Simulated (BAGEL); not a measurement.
# A workflow on C2H7NSi (SMILES C=NC[SiH3])

Wanted: a single-point energy (HF/cc-pVDZ), then the energy (NEVPT2(2,2)/cc-pVDZ) of C2H7NSi. 

Program for the calculation: BAGEL 1.2.2.

1 further run of the same task is left out (set aside as unsound or not needed).

## (1) The structure to begin with

C2H7NSi has 11 atoms, charge 0, and is taken as a singlet. SMILES: `C=NC[SiH3]`. The C3–Si4 distance was set to 5.299 Å, away from the relaxed value. At this shape a bond of the SMILES string is far longer than usual.

Bond lengths: C1–N2 1.259 Å, N2–C3 1.436 Å, C1–H5 1.089 Å, C1–H6 1.099 Å, C3–H7 1.095 Å, C3–H8 1.102 Å, Si4–H9 1.487 Å, Si4–H10 1.484 Å, Si4–H11 1.488 Å. Angles: C1–N2–C3 118.6°, N2–C1–H5 119.2°, N2–C1–H6 123.3°, N2–C3–H7 109.0°, N2–C3–H8 113.6°, H5–C1–H6 117.5°, H7–C3–H8 108.0°, H9–Si4–H10 109.4°, H9–Si4–H11 109.1°, H10–Si4–H11 109.4°.

## (2) A single-point energy at HF/cc-pVDZ (density fitting with svp-jkfit) (run 1)

Contents of input.json:

```json
{ "bagel" : [

{
  "title" : "molecule",
  "basis" : "cc-pvdz.json",
  "df_basis" : "svp-jkfit",
  "angstrom" : true,
  "geometry" : [
    { "atom" : "C", "xyz" : [   -2.448915,    3.381999,    2.821406 ] },
    { "atom" : "N", "xyz" : [   -2.808115,    2.225799,    2.475506 ] },
    { "atom" : "C", "xyz" : [   -2.108515,    1.095699,    3.020106 ] },
    { "atom" : "Si", "xyz" : [    0.706300,   -1.257400,   -0.802700 ] },
    { "atom" : "H", "xyz" : [   -2.955415,    4.246199,    2.394306 ] },
    { "atom" : "H", "xyz" : [   -1.642615,    3.571699,    3.544106 ] },
    { "atom" : "H", "xyz" : [   -2.839415,    0.361299,    3.375406 ] },
    { "atom" : "H", "xyz" : [   -1.444315,    1.350999,    3.862006 ] },
    { "atom" : "H", "xyz" : [    1.729600,   -0.311300,   -1.319900 ] },
    { "atom" : "H", "xyz" : [   -0.179800,   -1.683000,   -1.914500 ] },
    { "atom" : "H", "xyz" : [    1.389900,   -2.450100,   -0.232400 ] }
  ]
},
{ "title" : "hf", "charge" : 0 },
{ "title" : "print", "file" : "orbitals.molden", "orbitals" : true }

]}
```

The basis set cc-pVDZ is read from a file made from the Basis Set Exchange's data (not shown).

On the command line:

```bash
BAGEL_NUM_THREADS=1 BAGEL input.json > input.out
```

The log of the run:

```text
* using 1 threads per process

  ===============================================================
  ===============================================================

  *** Geometry ***

  { "atom" : "C", "xyz" : [     -4.627779,      6.391052,      5.331685 ] },
  { "atom" : "N", "xyz" : [     -5.306568,      4.206151,      4.678028 ] },
  { "atom" : "C", "xyz" : [     -3.984516,      2.070571,      5.707173 ] },
  { "atom" : "Si", "xyz" : [      1.334714,     -2.376142,     -1.516883 ] },
  { "atom" : "H", "xyz" : [     -5.584925,      8.024153,      4.524583 ] },
  { "atom" : "H", "xyz" : [     -3.104092,      6.749533,      6.697390 ] },
  { "atom" : "H", "xyz" : [     -5.365717,      0.682756,      6.378593 ] },
  { "atom" : "H", "xyz" : [     -2.729360,      2.553018,      7.298134 ] },
  { "atom" : "H", "xyz" : [      3.268470,     -0.588272,     -2.494250 ] },
  { "atom" : "H", "xyz" : [     -0.339773,     -3.180409,     -3.617881 ] },
  { "atom" : "H", "xyz" : [      2.626530,     -4.630018,     -0.439172 ] },

  Number of auxiliary basis functions:      481

  Since a DF basis is specified, we compute 2- and 3-index integrals:
    o Being stored without compression. Storage requirement is 0.035 GB

  Number of basis functions:       95
  Number of electrons      :       40

    * METHOD: MOLECULE                             0.26

  *** RHF ***

  === Nuclear Repulsion ===
   115.3560492170

      * DIIS with orbital gradients will be used.

  === RHF iteration (cc-pvdz.json) ===
      0       -422.59218570          0.01513763           0.07
      1       -422.48374252          0.02015122           0.07
      2       -422.89125910          0.00329651           0.07
      3       -422.89427101          0.00396189           0.07
      4       -422.90648518          0.00123747           0.07
      5       -422.90757501          0.00053360           0.07
      6       -422.90779104          0.00018426           0.07
      7       -422.90781726          0.00006527           0.07
      8       -422.90782159          0.00001614           0.07
      9       -422.90782187          0.00000287           0.07
     10       -422.90782189          0.00000099           0.07
     11       -422.90782189          0.00000034           0.07
     12       -422.90782189          0.00000018           0.07
     13       -422.90782189          0.00000007           0.07
     14       -422.90782189          0.00000003           0.07
     15       -422.90782189          0.00000002           0.07
     16       -422.90782189          0.00000001           0.07
     17       -422.90782189          0.00000000           0.07
    * SCF iteration converged.

    * Permanent dipole moment:
           (   -0.126432,    -0.599192,    -0.773297) a.u.

    * METHOD: HF                                   1.40

    * METHOD: PRINT                                0.02

  ===============================================================
```

Run time: 1.8 s. Hardware: 1 thread of Arm Neoverse V1, shared host; peak memory 0.15 GiB.

## (3) A single-point energy at NEVPT2(2,2)/cc-pVDZ (density fitting with svp-jkfit) (run 2)

Contents of nevpt2.json:

```json
{ "bagel" : [

{
  "title" : "molecule",
  "basis" : "cc-pvdz.json",
  "df_basis" : "svp-jkfit",
  "angstrom" : "true",
  "geometry" : [
    { "atom" : "C", "xyz" : [      -2.448915,       3.381999,       2.821406 ] },
    { "atom" : "N", "xyz" : [      -2.808115,       2.225799,       2.475506 ] },
    { "atom" : "C", "xyz" : [      -2.108515,       1.095699,       3.020106 ] },
    { "atom" : "Si", "xyz" : [       0.706300,      -1.257400,      -0.802700 ] },
    { "atom" : "H", "xyz" : [      -2.955415,       4.246199,       2.394306 ] },
    { "atom" : "H", "xyz" : [      -1.642615,       3.571699,       3.544106 ] },
    { "atom" : "H", "xyz" : [      -2.839415,       0.361299,       3.375406 ] },
    { "atom" : "H", "xyz" : [      -1.444315,       1.350999,       3.862006 ] },
    { "atom" : "H", "xyz" : [       1.729600,      -0.311300,      -1.319900 ] },
    { "atom" : "H", "xyz" : [      -0.179800,      -1.683000,      -1.914500 ] },
    { "atom" : "H", "xyz" : [       1.389900,      -2.450100,      -0.232400 ] }
  ]
},

{ "title" : "hf" },

{ "title" : "nevpt2", "nstate" : 1, "nact" : 2, "nclosed" : 19, "active" : [20, 21], "maxiter" : 200, "natocc" : "true", "ncore" : 8 },

{ "title" : "print", "file" : "orbitals.molden", "orbitals" : "true" }

]}
```

The basis set cc-pVDZ is read from a file made from the Basis Set Exchange's data (not shown).

On the command line:

```bash
BAGEL_NUM_THREADS=1 BAGEL nevpt2.json > nevpt2.out
```

The log of the run:

```text
* using 1 threads per process

  ===============================================================
  ===============================================================

  *** Geometry ***

  { "atom" : "C", "xyz" : [     -4.627779,      6.391052,      5.331685 ] },
  { "atom" : "N", "xyz" : [     -5.306568,      4.206151,      4.678028 ] },
  { "atom" : "C", "xyz" : [     -3.984516,      2.070571,      5.707173 ] },
  { "atom" : "Si", "xyz" : [      1.334714,     -2.376142,     -1.516883 ] },
  { "atom" : "H", "xyz" : [     -5.584925,      8.024153,      4.524583 ] },
  { "atom" : "H", "xyz" : [     -3.104092,      6.749533,      6.697390 ] },
  { "atom" : "H", "xyz" : [     -5.365717,      0.682756,      6.378593 ] },
  { "atom" : "H", "xyz" : [     -2.729360,      2.553018,      7.298134 ] },
  { "atom" : "H", "xyz" : [      3.268470,     -0.588272,     -2.494250 ] },
  { "atom" : "H", "xyz" : [     -0.339773,     -3.180409,     -3.617881 ] },
  { "atom" : "H", "xyz" : [      2.626530,     -4.630018,     -0.439172 ] },

  Number of auxiliary basis functions:      481

  Since a DF basis is specified, we compute 2- and 3-index integrals:
    o Being stored without compression. Storage requirement is 0.035 GB

  Number of basis functions:       95
  Number of electrons      :       40

    * METHOD: MOLECULE                             0.26

  *** RHF ***

  === Nuclear Repulsion ===
   115.3560492170

      * DIIS with orbital gradients will be used.

  === RHF iteration (cc-pvdz.json) ===
      0       -422.59218570          0.01513763           0.07
      1       -422.48374252          0.02015122           0.07
      2       -422.89125910          0.00329651           0.07
      3       -422.89427101          0.00396189           0.07
      4       -422.90648518          0.00123747           0.07
      5       -422.90757501          0.00053360           0.07
      6       -422.90779104          0.00018426           0.07
      7       -422.90781726          0.00006527           0.07
      8       -422.90782159          0.00001614           0.07
      9       -422.90782187          0.00000287           0.07
     10       -422.90782189          0.00000099           0.07
     11       -422.90782189          0.00000034           0.07
     12       -422.90782189          0.00000018           0.07
     13       -422.90782189          0.00000007           0.07
     14       -422.90782189          0.00000003           0.07
     15       -422.90782189          0.00000002           0.07
     16       -422.90782189          0.00000001           0.07
     17       -422.90782189          0.00000000           0.07
    * SCF iteration converged.

    * Permanent dipole moment:
           (   -0.126432,    -0.599192,    -0.773297) a.u.

    * METHOD: HF                                   1.41

    * freezing 8 orbitals
  ---------------------------
      CASSCF calculation
  ---------------------------

    ==== Active orbitals : =====
         Orbital 20
         Orbital 21
    ============================

    * nstate   :      1
    * nclosed  :     19
    * nact     :      2
    * nvirt    :     74
  === CASSCF iteration (cc-pvdz.json) ===

    * Using the second-order algorithm

      0  0      -423.03472336     4.18e-03      0.02

      1  0      -423.05318894     1.71e-03      0.40

      2  0      -423.05626518     1.47e-04      0.40

      3  0      -423.05629427     4.55e-06      0.40

      4  0      -423.05629429     6.25e-07      0.40

      5  0      -423.05629429     9.49e-08      0.36

      6  0      -423.05629429     1.44e-08      0.30

      7  0      -423.05629429     2.19e-09      0.28

    * Second-order optimization converged. *

     guess   0:   closed 1.                   open ..

  === FCI iteration ===

      0  0      -422.88520160     9.04e-02      0.00
      1  0      -423.05628755     7.81e-04      0.00
      2  0 *    -423.05629429     1.11e-16      0.00

     * ci vector, state   0, <S^2> = 0.0000
       2.     0.7263243008
       .2    -0.6873521733

  === DF-NEVPT2 calculation ===

    * 3-index integral transformation done
    * assembly done

      NEVPT2 correlation energy:   -0.5085911547      0.25

          (+0)     -0.4357621984
          (+0)'    -0.0095290061
          (+1)     -0.0149784784
          (+1)'    -0.0000000000
          (+2)     -0.0000048678
          (-1)     -0.0482995580
          (-1)'     0.0000000000
          (-2)     -0.0000170460

      NEVPT2 total energy:       -423.5648854427

    * METHOD: NEVPT2                               3.11

    * METHOD: PRINT                                0.02

  ===============================================================
```

Run time: 5.1 s. Hardware: 1 thread of Arm Neoverse V1, shared host; peak memory 0.15 GiB.

## (4) Outcome

```
                                quantity          value
         run 1, HF/cc-pVDZ: total energy  -422.90782 Eh
        run 1, HF/cc-pVDZ: dipole moment         2.51 D
          run 1, HF/cc-pVDZ: HOMO energy       -5.51 eV
          run 1, HF/cc-pVDZ: LUMO energy       -2.18 eV
        run 1, HF/cc-pVDZ: HOMO–LUMO gap        3.32 eV
run 2, NEVPT2(2,2)/cc-pVDZ: total energy  -423.56489 Eh
```

In words: One bond (run 1, HF/cc-pVDZ) is far stretched, which a spin-restricted single reference describes badly; a broken-symmetry solution may lie lower.
